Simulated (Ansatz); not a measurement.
# C₃H₆BN: basis-set convergence

One table from this session's results is given with a row withheld; the runs are named, their logs left out.

The runs use Ansatz 0.2.0, Gaussian basis; one geometry, several basis sets.

The runs, in order: PBE0-D4/def2-SVP; ωB97M-V/def2-SVP; PBE0-D4/def2-QZVPP; ωB97M-V/def2-QZVPP; the functionals' def2-TZVPP values are taken from earlier runs.

1 further run of the same task is left out (it didn't finish).

## The geometry

An earlier PBE0-D4 in a triple-zeta def2 set relaxation fixed the geometry.

SMILES `BC1CC=N1`, 11 atoms, charge 0, spin multiplicity 1.

Atoms are counted from 1 here; the program's logs count them from 0.

Bond lengths: B1–C2 1.536 Å, B1–H6 1.197 Å, B1–H7 1.196 Å, C2–C3 1.592 Å, C2–N5 1.483 Å, C2–H8 1.091 Å, C3–C4 1.493 Å, C3–H9 1.096 Å, C3–H10 1.090 Å, C4–N5 1.277 Å, C4–H11 1.089 Å. Angles: C2–B1–H6 118.6°, C2–B1–H7 120.5°, H6–B1–H7 120.4°, B1–C2–C3 100.0°, B1–C2–N5 120.2°, B1–C2–H8 117.3°, C3–C2–N5 88.0°, C3–C2–H8 113.3°, N5–C2–H8 112.8°, C2–C3–C4 79.9°, C2–C3–H9 118.6°, C2–C3–H10 113.6°, C4–C3–H9 116.3°, C4–C3–H10 117.4°, H9–C3–H10 108.9°, C3–C4–N5 100.6°, C3–C4–H11 132.7°, N5–C4–H11 126.6° and more.

The first run:

Input file in.yaml:

```yaml
crystal:
  periodic: [false, false, false]
  atoms:
    - {symbol: B, position_ang: [-0.877619, 1.275421, 0.402901]}
    - {symbol: C, position_ang: [-0.289262, 0.340912, -0.665089]}
    - {symbol: C, position_ang: [0.903875, -0.310021, 0.163443]}
    - {symbol: C, position_ang: [0.109986, -1.533035, -0.157442]}
    - {symbol: N, position_ang: [-0.838193, -1.024440, -0.845870]}
    - {symbol: H, position_ang: [-0.458031, 2.393839, 0.480795]}
    - {symbol: H, position_ang: [-1.630618, 0.853119, 1.230289]}
    - {symbol: H, position_ang: [0.034312, 0.793546, -1.604027]}
    - {symbol: H, position_ang: [1.003627, -0.059885, 1.225617]}
    - {symbol: H, position_ang: [1.876976, -0.203304, -0.316874]}
    - {symbol: H, position_ang: [0.230346, -2.583053, 0.106758]}
basis:
  gaussian: {orbitals: def2-SVP}
hamiltonian: {xc: pbe0, dispersion: d4}
output: {orbitals: {seedname: orbitals}}
```

Among the steps run: PBE0-D4 in def2-SVP; ωB97M-V in def2-SVP; PBE0-D4 in def2-QZVPP; ωB97M-V in def2-QZVPP.

One of the session's tables, all rows but one given; the rest of the session is left out.

It belongs to the step «Density functionals: the series». 

```
functional       basis  HOMO (eV)
   PBE0-D4    def2-SVP      -7.48
   PBE0-D4  def2-TZVPP          ?
   PBE0-D4  def2-QZVPP      -7.65
   ωB97M-V    def2-SVP      -9.87
   ωB97M-V  def2-TZVPP     -10.02
   ωB97M-V  def2-QZVPP     -10.04
```

Estimate the missing values for PBE0-D4, def2-TZVPP.

As computed: HOMO (eV): -7.62. In the column «HOMO (eV)» it lies between PBE0-D4, def2-QZVPP (-7.65) and PBE0-D4, def2-SVP (-7.48).
